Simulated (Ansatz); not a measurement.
## CN: an atomisation energy, step by step

Computed with the Ansatz DFT code, driven from Python.

Input file `cn.xyz`:
```text
2

C     0.00000    0.00000    0.00000
N     0.00000    0.00000    1.36500
```

Typed at the interpreter:
```pycon
>>> from collections import Counter
>>> import ansatz as az
>>> BASIS_SET = "def2-SVP"
>>> XC = "CAM-B3LYP"
>>> def energy_of(molecule, charge=0, unpaired=0):
...     calc = molecule.calculation().basis(gaussian=BASIS_SET).functional(XC)
...     if charge:
...         calc = calc.charge(charge)
...     if unpaired:
...         calc = calc.spin("collinear", total=unpaired)
...     report = calc.run().report
...     if report["published_state_doubts"]:
...         print("  doubts:", report["published_state_doubts"])
...     return report["free_energy_ev"]
...
>>> mol = az.Crystal.molecule_from_extxyz("cn.xyz")
>>> # unpaired electrons of the ground-state atoms
>>> unpaired = {"C": 2, "N": 3}
>>> counts = Counter(site.symbol for site in mol.cartesian_sites)
>>> atom_energy = {s: energy_of(az.Crystal.molecule().atom(s, (0, 0, 0)), 0, unpaired[s]) for s in counts}
>>> whole = energy_of(mol, 0, 1)
>>> for s, e in atom_energy.items():
...     print(f"{s:2s} x{counts[s]}  {e:14.5f} eV")
...
C  x1     -1028.36030 eV
N  x1     -1483.46350 eV
>>> print(f"CN: {whole:.5f} eV")
CN: -2518.00076 eV
>>> split = sum(counts[s] * e for s, e in atom_energy.items()) - whole
>>> print(f"atomisation energy (no zero-point term): {23.060548 * split:.1f} kcal/mol, {split / sum(counts.values()):.3f} eV an atom")
atomisation energy (no zero-point term): 142.4 kcal/mol, 3.088 eV an atom
```

142.4 kcal/mol from the electronic energies, without the zero-point term.

Total energies depend on the basis set; only differences at equal settings carry meaning. The geometry is a force-field or estimated start, not a minimum of this method, and the basis set is short of its limit. All parts are taken at fixed geometry, without zero-point energy. The run takes the species as open-shell (spin multiplicity 2), which needn't be its ground state. The spin state was assumed, and another may lie lower. The whole script took 2.4 s on 1 thread of Arm Neoverse V1, on a shared host, peak memory 0.14 GiB.
